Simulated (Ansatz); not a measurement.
# C3H8ClNSi: the cost of one run

Method: RKS BHLYP/def2-SVP, in Ansatz 0.2.0.

**1. The system as given**

Bond lengths: C1–C2 1.381 Å, C2–N3 1.364 Å, C2–Si4 1.872 Å, Si4–C5 1.831 Å, Si4–Cl6 2.066 Å, C1–H7 1.044 Å, C1–H8 1.071 Å, N3–H9 1.072 Å, N3–H10 1.023 Å, Si4–H11 1.568 Å, C5–H12 1.074 Å, C5–H13 1.066 Å, C5–H14 1.059 Å. Angles (14 of 21 angles, heavy atoms first): C1–C2–N3 120.5°, C1–C2–Si4 123.9°, N3–C2–Si4 115.5°, C2–Si4–C5 115.3°, C2–Si4–Cl6 103.9°, C5–Si4–Cl6 111.4°, C2–C1–H7 121.8°, C2–C1–H8 117.2°, C2–N3–H9 115.1°, C2–N3–H10 116.4°, C2–Si4–H11 109.1°, C5–Si4–H11 111.4°, Cl6–Si4–H11 105.0°, Si4–C5–H12 111.8°.

Coordinates:

```xyz
14

C     0.1685   -1.8201    1.0651
C     0.3060   -0.4736    0.7931
N     1.3648    0.2285    1.2890
Si   -0.8568    0.4924   -0.3104
C    -0.2969    0.7033   -2.0405
Cl   -1.0537    2.3128    0.6463
H     0.8469   -2.3313    1.6716
H    -0.6877   -2.3171    0.6570
H     1.8307   -0.2024    2.1529
H     1.1944    1.2125    1.5126
H    -2.2825   -0.1568   -0.2450
H    -0.9645    1.3291   -2.6027
H     0.6281    1.2326   -2.0442
H    -0.2102   -0.2391   -2.5160
```

**2. End point A**

input.yaml

```yaml
crystal:
  periodic: [false, false, false]
  atoms:
    - { symbol: C, position_ang: [0.1685, -1.8201, 1.0651] }
    - { symbol: C, position_ang: [0.306, -0.4736, 0.7931] }
    - { symbol: "N", position_ang: [1.3648, 0.2285, 1.289] }
    - { symbol: Si, position_ang: [-0.8568, 0.4924, -0.3104] }
    - { symbol: C, position_ang: [-0.2969, 0.7033, -2.0405] }
    - { symbol: Cl, position_ang: [-1.0537, 2.3128, 0.6463] }
    - { symbol: H, position_ang: [0.8469, -2.3313, 1.6716] }
    - { symbol: H, position_ang: [-0.6877, -2.3171, 0.657] }
    - { symbol: H, position_ang: [1.8307, -0.2024, 2.1529] }
    - { symbol: H, position_ang: [1.1944, 1.2125, 1.5126] }
    - { symbol: H, position_ang: [-2.2825, -0.1568, -0.245] }
    - { symbol: H, position_ang: [-0.9645, 1.3291, -2.6027] }
    - { symbol: H, position_ang: [0.6281, 1.2326, -2.0442] }
    - { symbol: H, position_ang: [-0.2102, -0.2391, -2.516] }
basis:
  gaussian: { orbitals: def2-SVP }
hamiltonian:
  xc: { name: BHLYP }
relax:
  f_tol: 0.015
  max_steps: 40
```

Started as:

```
$ ansatz run input.yaml --threads 2 --pin off --max-ram 3072MiB --backend cpu --events-out ev --progress --plain --runs-dir out
```

**Question.** How long does this run take on 2 threads of Intel Xeon Platinum 8488C (Sapphire Rapids), shared host, and how much memory does it need?

About 33 s, with a peak of 0.36 GiB.
